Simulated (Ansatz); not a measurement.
# PtOS: the band gap up the ladder of functionals

One table from this session's results is given with a row withheld; the runs are named, their logs left out.

Code: Ansatz 0.2.0. PAW datasets, plane waves. Spin-unpolarised throughout. Whether this structure exists isn't addressed.

**Starting point**

The cell was relaxed beforehand with r2SCAN.

The sheet's in-plane cell has a = 3.343 Å, b = 3.343 Å (γ = 120.0°), and its outermost atoms lie 2.17 Å apart along the normal. Around Pt lie 3 O at 2.16 Å and 3 S at 2.27 Å; around O lie 3 Pt at 2.16 Å; around S lie 3 Pt at 2.27 Å.

As a file:

```
CELL_PARAMETERS angstrom
3.34291 0.00000 0.00000
-1.67146 2.89505 0.00000
0.00000 0.00000 29.10783
ATOMIC_POSITIONS crystal
Pt 0.00000 0.00000 0.31190
O 0.33333 0.66667 0.34504
S 0.66667 0.33333 0.27064
```
The sheet repeats along a and b alone.

Set-up of the first run:

input.yaml

```yaml
crystal:
  lattice:
    - [3.3429149168, 0.0, 0.0]
    - [-1.6714574584, 2.8950492407, 0.0]
    - [0.0, 0.0, 29.1078253048]
  atoms:
    - { symbol: Pt, position: [0.0, 0.0, 0.3119033094] }
    - { symbol: O, position: [0.3333333333, 0.6666666667, 0.3450409456] }
    - { symbol: S, position: [0.6666666667, 0.3333333333, 0.2706413587] }
  periodic: [true, true, false]
kpoints:
  mp_grid: { grid: [12, 12, 1] }
  band_path:
    path:
      - [0, 0, 0]
      - [0.5, 0, 0]
      - [0.333333333333, 0.333333333333, 0]
      - [0, 0, 0]
    npoints: 10
hamiltonian:
  xc: pbe
scf:
  occupations: { method: fermi_dirac, width: 0.02 }
  n_extra_bands: 4
output:
  forces: true
  stress: true
  eigenvalues: true
```

Among the steps run: PBE bands along the symmetry lines; r2SCAN at the same geometry; Single point with HSE06; PBE+SOC at the same geometry; Single point with PBE0; LDA; Single point with HSE06+SOC; r2SCANh at the same geometry; Single point with Hartree-Fock.

One of the session's tables, all rows but one given; the rest of the session is left out.

```
       level  gap (eV)
         PBE      1.30
      r2SCAN      1.53
       HSE06      2.50
     PBE+SOC      1.17
        PBE0      3.24
         LDA      1.22
   HSE06+SOC      2.38
     r2SCANh      2.26
Hartree-Fock         ?
```

**Question.** Estimate the row for Hartree-Fock.

**Answer.** gap (eV): 9.88. In the column «gap (eV)» it is the highest.

Meshes: PBE 12×12×1, r2SCAN 12×12×1, HSE06 6×6×1, PBE+SOC 12×12×1, PBE0 6×6×1, LDA 12×12×1, HSE06+SOC 6×6×1, r2SCANh 6×6×1, Hartree-Fock 6×6×1

What this shows: The gap runs from 1.17 eV (PBE+SOC) to 9.88 eV (Hartree-Fock). PBE reaches 52 % of the HSE06 value, and r2SCAN 61 %. PBE0 lies 0.75 eV above HSE06, which differs from it by screening the long-range exchange.

To keep in mind: Warnings in the runs' records: stress exchange threshold loose, stress scf threshold loose.
